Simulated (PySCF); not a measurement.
# C₅H₆F₂: geometry, spin-spin couplings

Wanted: the spin-spin couplings of C₅H₆F₂ (`C=C[C@H](F)C(=C)F`), by calculation.

Programs: PySCF 2.14.0, with density-fitted response routines of our own. Each step states its level of theory. These are calculated values for one molecule in the gas phase, unless marked as measured. Atoms count from 0, in the outputs and in this text.

## 1. Starting geometry

13 atoms, charge 0, multiplicity 1; geometry from: GFN2-xTB. The atoms were then displaced at random by about 0.01 Å, so the start is not that level's minimum.

Bonds of the start (Å): C0–C1 1.29, C1–C2 1.50, C2–F3 1.39, C2–C4 1.52, C4–C5 1.31, C4–F6 1.36, C0–H7 1.06, C0–H8 1.11, C1–H9 1.08, C2–H10 1.09, C5–H11 1.09, C5–H12 1.07.

## 2. Optimising the geometry at PBE0-D3(BJ)/def2-SVP

What the job is given:

```
{"job": {"xc": "PBE0", "basis": "def2-SVP", "d3": "d3bj", "grid": 1, "shake": 0.01, "kind": "geom"}, "charge": 0, "multiplicity": 1}
C     -2.156410     0.054550     0.328570
C     -1.169780    -0.499420    -0.296100
C     -0.078520     0.266770    -0.976990
F      0.362390    -0.377740    -2.123720
C      1.123080     0.370620    -0.049930
C      2.243000    -0.307760    -0.087670
F      0.918930     1.291490     0.931150
H     -2.916500    -0.493130     0.821500
H     -2.287230     1.156970     0.383690
H     -1.047200    -1.570710    -0.319570
H     -0.396650     1.272060    -1.252720
H      3.033440    -0.156320     0.643420
H      2.377270    -1.024260    -0.873200
```

The run is started by

```
$ OMP_NUM_THREADS=1 python probes_run.py task.json out
```

One launch serves the whole session: the jobs run in the order shown.

**Question.** This job is followed by: B3LYP/6-31G* indirect spin-spin coupling, non-relativistic, gas phase. Predict these results of the whole session: point group; rotational constants (main isotopes); largest coupling of the table (B3LYP/6-31G*).

The runs gave:

| quantity | value |
| --- | --- |
| point group | C1 |
| rotational constants (main isotopes) | 3.61, 2.25, 1.52 GHz |
| largest coupling of the table (B3LYP/6-31G*) | ¹J(C,F) C4–F6, -220.6 Hz |

What this shows: The start of the PBE0/def2-SVP relaxation was shaken at random by about 0.01 Å, so part of the energy gained, and of the first lengths quoted, undoes that. The optimisation took 9 steps and gained 0.166 eV; among the close pairs (by a distance rule), C0–C1 changed most, from 1.292 to 1.331 Å. Of the pairs tabulated at B3LYP/6-31G*, C4–F6 couples most strongly (-220.6 Hz; Fermi contact -212.8 Hz). Couplings across rotatable bonds belong to this one conformer; where others are populated, the observed values are averages. Density functionals describe couplings to fluorine poorly, F–F couplings above all, so those rows are rough. Couplings from bases without tight functions are rough.
